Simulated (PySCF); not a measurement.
**CrH₂: triplet, from a bent start**

Where does triplet CrH₂ go from a bent start, is the end point a minimum, and what are its modes, charges and moments?

The runs use PySCF 2.14.0; PBE0, basis Cr def2-TZVP, H def2-TZVP, no relativity, density fitting.

### Step 1. The system as given

3 atoms, charge 0, spin multiplicity 3.

Bond lengths: Cr1–H2 1.540 Å, Cr1–H3 1.540 Å. Angles: H2–Cr1–H3 110.0°.

Z-matrix (Å, degrees; charge 0 multiplicity 3):
```
Cr
H  1 1.5400
H  1 1.5400 2 110.00
```

### Step 2. First SCF at the start

The steps below are one call of a driver around PySCF. For each, scf.py gives the equivalent set-up of the SCF; relaxations use the driver's own optimiser. After this first run the driver tries any further starts and a stability analysis.

The input, scf.py:

```python
from pyscf import gto, scf, dft
mol = gto.M(atom='''
Cr     0.000000     0.000000     0.000000
H      1.261500     0.000000     0.883300
H     -1.261500     0.000000     0.883300''',
    basis={'Cr': 'def2-TZVP', 'H': 'def2-TZVP'},
    charge=0, spin=2)
mf = dft.UKS(mol, xc='PBE0')
mf.grids.atom_grid = (50, 194)
aux = {'Cr': 'def2-universal-JKFIT', 'H': 'def2-universal-JKFIT'}
mf = mf.density_fit(auxbasis=aux)
mf.conv_tol = 1e-08
mf.diis_space = 10
mf.max_cycle = 60
mf.init_guess = 'minao'
mf.verbose = 4
mf.kernel()
```

Command:

```bash
OMP_NUM_THREADS=2 python axn.py task.json out
```

After this run come: Relaxing the triplet from the bent start; Is it a minimum? Harmonic modes.

**Question.** What will these runs give? Wanted: minimum; geometry; wavenumbers; dipole moment; highest occupied, lowest empty level; polar-tensor charge of Cr1; zero-point energy; atomisation energy; ⟨S²⟩.

The runs gave:

| quantity | value |
| --- | --- |
| minimum | broken-symmetry (Ms = 1), C2v |
| geometry | Cr–H 1.624 Å (×2); H–Cr–H 110.0° |
| wavenumbers (cm⁻¹) | 634 (a1), 1740 (b2), 1750 (a1) |
| dipole moment | 3.52 D |
| highest occupied, lowest empty level (either spin) | -5.52, -1.92 eV |
| polar-tensor charge of Cr1 | +0.82 e |
| zero-point energy | 24.7 kJ/mol |
| entropy at 298.15 K | 226.5 J/(mol K) |
| atomisation energy (no zero-point energy) | 259 kJ/mol |
| ⟨S²⟩ | 3.027 |

What this shows: The bent start keeps its C2v symmetry and ends in a minimum. The determinant is spin-contaminated (⟨S²⟩ = 3.03 against 2.00), so it is no pure spin state. In the infrared the band at 1740 cm⁻¹ (b2, stretch) leads. The first SCF alone would have been 107 kJ/mol too high. Other starts or spin states, not run here, may lie lower. One determinant may miss the lowest occupation of an open d or f shell.
